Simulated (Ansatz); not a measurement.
Task: a geometry optimisation of SiSr (charge +1), with the Ansatz DFT code, driven from Python. Give the script and its output. Settings: PBE0, def2-SVP basis, multiplicity 2.

```xyz
2

Sr    0.0000    0.0000    0.0000
Si    0.0000    0.0000    2.9250
```

Script `opt.py`:
```python
"""Relax the SiSr(+) molecule."""

import ansatz as az
import numpy as np


def main() -> None:
    geometry_ang = [
        ("Sr", (0.0, 0.0, 0.0)),
        ("Si", (0.0, 0.0, 2.925)),
    ]
    geometry = az.Crystal.molecule()
    for symbol, xyz in geometry_ang:
        geometry = geometry.atom(symbol, xyz)

    base = (
        geometry.calculation()
        .basis(gaussian="def2-SVP")
        .functional("pbe0")
        .charge(1)
        .spin("collinear", total=1)
    )
    symbols = [site.symbol for site in geometry.cartesian_sites]
    start = np.array([site.position_ang for site in geometry.cartesian_sites], dtype=float)
    def progress(event):
        if event["event"] == "relax_step":
            row = event["data"]
            print(f"step {row['step']:3d}  E = {row['lagrangian_ev']:.6f} eV  largest force component {row['allowed_force_max_ev_ang']:.4f} eV/A")


    report = base.relax(force_tolerance=0.01).session().plan().execute(on_event=progress).report
    end = np.array(report["positions_ang"])

    print(f"E = {report['free_energy_ev']:.6f} eV = {report['free_energy_ev'] / 27.211386246:.7f} Ha")
    print("converged:", report["converged"], " doubts:", report["published_state_doubts"] or "none")

    print("final positions (A) and the move of each atom")
    for symbol, xyz, old in zip(symbols, end, start):
        print(f"{symbol:2s} {xyz[0]:10.5f} {xyz[1]:10.5f} {xyz[2]:10.5f}   {np.linalg.norm(xyz - old):7.4f}")
    with open("sisr_opt.xyz", "w") as handle:
        handle.write(f"{len(symbols)}\nrelaxed SiSr(+)\n")
        handle.writelines(f"{s:2s} {x:11.6f} {y:11.6f} {z:11.6f}\n" for s, (x, y, z) in zip(symbols, end))


if __name__ == "__main__":
    main()
```

```console
$ python opt.py
step   1  E = -8698.418546 eV  largest force component 0.1497 eV/A
step   2  E = -8698.420934 eV  largest force component 0.0694 eV/A
step   3  E = -8698.421625 eV  largest force component 0.0041 eV/A
E = -8698.421655 eV = -319.6610998 Ha
converged: True  doubts: none
final positions (A) and the move of each atom
Sr    0.00000    0.00000   -0.02042    0.0204
Si   -0.00000   -0.00000    2.94542    0.0204
```

`sisr_opt.xyz`, as written:
```text
2
relaxed SiSr(+)
Sr    0.000000    0.000000   -0.020417
Si   -0.000000   -0.000000    2.945417
```

Reading the output:
- Total energies depend on the basis set; only differences at equal settings carry meaning.
- The end point is the stationary point reached from this start; no frequency run checks that it is a minimum, and the basis set is modest.
- def2 sets replace the cores of elements past krypton by effective core potentials.
- The run takes the species as open-shell (spin multiplicity 2), which needn't be its ground state.
- The expectation value of S² is noticeably off S(S+1) in at least one run, so that state is spin-contaminated.
- The spin state was assumed, and another may lie lower.
- It ran for 22 s on 1 thread of Arm Neoverse V2, on a shared host, peak memory 0.2 GiB.
